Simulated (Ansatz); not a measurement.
**C2H5NOSn: a ladder of functionals and wavefunction methods**

The task here is to estimate one member of a computed series from the others.

Computed with Ansatz 0.2.0, Gaussian basis. Level: functionals in def2-TZVPP, the program's frozen cores in correlated methods.

The runs, in order: PBE-D4, r2SCAN-D4, PBE0-D4, B3LYP-D4, ωB97X-V, ωB97M-V, B2PLYP; CCSD(T)/def2-TZVPP; MP2/def2-QZVPP; extrapolation to the limit.

## Structure used throughout

The geometry comes from an earlier relaxation with PBE0-D4 in a triple-zeta def2 set; it is a stationary point, not always the lowest conformer. Sn takes the def2 core potential; no spin-orbit term is included.

10 atoms, charge 0, spin multiplicity 1.

Atoms are counted from 1 here; the program's logs count them from 0.

Bond lengths: C1–C2 1.205 Å, C1–H6 1.062 Å, C2–O3 1.281 Å, O3–Sn4 2.034 Å, Sn4–N5 1.998 Å, Sn4–H7 1.693 Å, Sn4–H8 1.694 Å, N5–H9 1.011 Å, N5–H10 1.012 Å. Angles: C2–C1–H6 177.0°, C1–C2–O3 179.0°, C2–O3–Sn4 115.4°, O3–Sn4–N5 108.8°, O3–Sn4–H7 101.7°, O3–Sn4–H8 104.3°, N5–Sn4–H7 111.4°, N5–Sn4–H8 110.0°, H7–Sn4–H8 119.7°, Sn4–N5–H9 114.4°, Sn4–N5–H10 113.5°, H9–N5–H10 108.2°.

The first run:

Input file in.yaml:

```yaml
crystal:
  periodic: [false, false, false]
  atoms:
    - {symbol: C, position_ang: [-1.547163, 1.166912, 1.647679]}
    - {symbol: C, position_ang: [-0.473318, 0.631734, 1.535654]}
    - {symbol: O, position_ang: [0.663113, 0.057900, 1.396119]}
    - {symbol: Sn, position_ang: [0.872009, -1.068962, -0.284181]}
    - {symbol: N, position_ang: [0.373738, 0.041095, -1.868379]}
    - {symbol: H, position_ang: [-2.479543, 1.651728, 1.798490]}
    - {symbol: H, position_ang: [2.530533, -1.408129, -0.264787]}
    - {symbol: H, position_ang: [-0.244529, -2.327778, -0.084804]}
    - {symbol: H, position_ang: [0.973435, 0.840365, -2.024539]}
    - {symbol: H, position_ang: [-0.585172, 0.364034, -1.848452]}
basis:
  gaussian: {orbitals: def2-TZVPP}
hamiltonian: {xc: pbe, dispersion: d4}
output: {forces: true, orbitals: {seedname: orbitals}}
```

On the command line:

```bash
ansatz run in.yaml --threads 4 --pin off --events-out ev --progress --plain --max-ram 10444MiB
```

Among the steps run: PBE-D4 (GGA); r2SCAN-D4 (meta-GGA); PBE0-D4 (hybrid); B3LYP-D4 (hybrid); ωB97X-V (range-separated); ωB97M-V (range-separated); B2PLYP (double hybrid); CCSD(T) in def2-TZVPP; MP2 in def2-QZVPP.

One table of the session follows, with a row left open; its other results are not shown here.

```
            method  atoms, summed (eV)  atomisation energy (kcal/mol)
            PBE-D4          -11479.972                          868.9
         r2SCAN-D4          -11486.899                          842.0
           PBE0-D4          -11481.492                          841.7
          B3LYP-D4          -11490.210                          842.8
           ωB97X-V          -11485.242                          846.4
           ωB97M-V          -11484.277                          844.8
            B2PLYP          -11478.140                          833.9
     HF/def2-TZVPP          -11440.818                          554.7
    MP2/def2-TZVPP          -11458.053                          835.0
   CCSD/def2-TZVPP          -11459.970                          799.0
CCSD(T)/def2-TZVPP          -11460.382                          817.8
           MP2/CBS                   ?                              ?
       CCSD(T)/CBS          -11472.146                          846.5
```

**Question.** Estimate the row for MP2/CBS.

**Answer.** atoms, summed (eV): -11469.816; atomisation energy (kcal/mol): 863.6. In the column «atoms, summed (eV)» it lies between CCSD(T)/CBS (-11472.146) and CCSD(T)/def2-TZVPP (-11460.382).

To keep in mind: Free atoms (2 C, 1 O, 1 Sn, 1 N, 5 H) were run apart at each level; the atomisation energy is their sum less the molecule, without zero-point or spin-orbit terms.
